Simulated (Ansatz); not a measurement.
NbVH4 from NbH2 and VH2, a reaction energy

Computed with the Python package of Ansatz (0.2.0).

The script, `reaction_nbvh4.py`:
```python
from collections import Counter
import logging
import sys
import warnings

import ansatz as az
import numpy as np
from pymatgen.analysis.reaction_calculator import ComputedReaction
from pymatgen.entries.computed_entries import ComputedEntry

logging.basicConfig(stream=sys.stdout, format="%(levelname)s %(message)s")
log = logging.getLogger("ansatz_job")
log.setLevel(logging.INFO)

POLARISED = {"NbVH4 P4/mmm", "VH2 Fm-3m"}


def solve(name, crystal):
    calc = (
        crystal.calculation()
        .functional("mr2scan")
        .basis(450, xc_grid=2)
        .scf(algorithm="density_mixing")
        .kpoints(spacing=0.39)
        .occupations("gaussian", width=0.05)
        .stress()
    )
    if name in POLARISED:
        calc = calc.spin("collinear")
    return calc.run(threads=1, backend="cpu")


def counts(outcome):
    return Counter(site.symbol for site in outcome.lattice.sites)


def volume_per_atom(outcome):
    return abs(np.linalg.det(outcome.lattice.cell_ang)) / len(outcome.lattice.sites)

warnings.simplefilter("ignore", az.DeckWarning)

phases = {}
nbvh4_p4_mmm = (
    az.Lattice.of([3.118271, 0.0, 0.0], [0.0, 3.118271, 0.0], [0.0, 0.0, 4.409866])
    .atom("Nb", [0.0, 0.0, 0.0])
    .atom("V", [0.5, 0.5, 0.5])
    .atom("H", [0.5, 0.0, 0.726576])
    .atom("H", [0.0, 0.5, 0.273424])
    .atom("H", [0.5, 0.0, 0.273424])
    .atom("H", [0.0, 0.5, 0.726576])
    .moments(V=1.5)
)
phases["NbVH4 P4/mmm"] = nbvh4_p4_mmm
nbh2_fm_3m = (
    az.Lattice.fcc(4.563)
    .space_group(225)
    .atom("Nb", [0.0, 0.0, 0.0])
    .atom("H", [0.25, 0.75, 0.75])
    .primitive()
)
phases["NbH2 Fm-3m"] = nbh2_fm_3m
vh2_fm_3m = (
    az.Lattice.fcc(4.271)
    .space_group(225)
    .atom("V", [0.0, 0.0, 0.0])
    .atom("H", [0.25, 0.75, 0.75])
    .primitive()
    .moments(V=1.5)
)
phases["VH2 Fm-3m"] = vh2_fm_3m

done = {}
for name, crystal in phases.items():
    done[name] = solve(name, crystal)
    log.info(f"{name}: {done[name].report['energy_sigma0_ev']:.4f} eV, {len(done[name].lattice.sites)} atoms")

entry = {name: ComputedEntry(dict(counts(o)), o.report["energy_sigma0_ev"]) for name, o in done.items()}
reaction = ComputedReaction([entry["NbH2 Fm-3m"], entry["VH2 Fm-3m"]], [entry["NbVH4 P4/mmm"]])
reaction.normalize_to(entry["NbVH4 P4/mmm"].composition.reduced_composition)
print(reaction)
print("energy per formula unit of the product:", round(reaction.calculated_reaction_energy, 4), "eV")
for name, o in done.items():
    log.info(f"  {name:18s} {volume_per_atom(o):7.3f} A^3/atom")
```

```console
$ python reaction_nbvh4.py
RunWarning: the net moment that the starting moments add up to was not kept: the SCF closed with a net magnetisation of 1.4e-1 μB in size, at most 0.1 of the 1.5 μB that the starting moments add up to as vectors. Its absolute magnetisation is 1.7e-1 μB, where they sum to 1.5 μB in size (1 site): that figure counts [...]
INFO NbVH4 P4/mmm: -7545.9246 eV, 6 atoms
INFO NbH2 Fm-3m: -4596.3312 eV, 3 atoms
RunWarning: the starting moments were not kept: the SCF closed with an absolute magnetisation of 9.5e-2 μB, where they sum to 1.5 μB in size (1 site). That is at most 0.1 of that sum. The system's moment may be that small; this SCF shows only that its start led to no larger one. To try another start: change the [...]
INFO VH2 Fm-3m: -2949.6257 eV, 3 atoms
NbH2 + VH2 -> NbVH4
energy per formula unit of the product: 0.0322 eV
INFO   NbVH4 P4/mmm         7.147 A^3/atom
INFO   NbH2 Fm-3m           7.917 A^3/atom
INFO   VH2 Fm-3m            6.492 A^3/atom
```
(Warnings from the package without file and line, shortened.)

Caveats:
- These settings explore the input space; cutoff and mesh may be short of convergence.
- The cutoff lies under the one recommended for these potentials.
- The SCF didn't keep the moments it started from (some shrank, vanished or turned); what is printed is the state reached.
- The meshes are coarse for the metals among these phases, whose energies can be off by up to 40 meV an atom.
- r2SCAN tends to overestimate the moments of itinerant magnets.
- The cells come from databases of deposited and of computed structures, and not all need be stable phases.
- The reactants and the product are the structures named, not necessarily the lowest of each compound, so sign and change of volume hang on that choice. Magnetic phases start from parallel moments and may not end in their lowest magnetic state. A semilocal functional's error on such energies is often 0.05 to 0.1 eV an atom, and 0.1 to 0.3 eV against gases such as O2 or F2.
- The script silences the warnings on its input, which a real study should read.
- Wall time of the script: 25 s on 1 thread of Arm Neoverse V1 (shared host), peak memory 0.56 GiB.
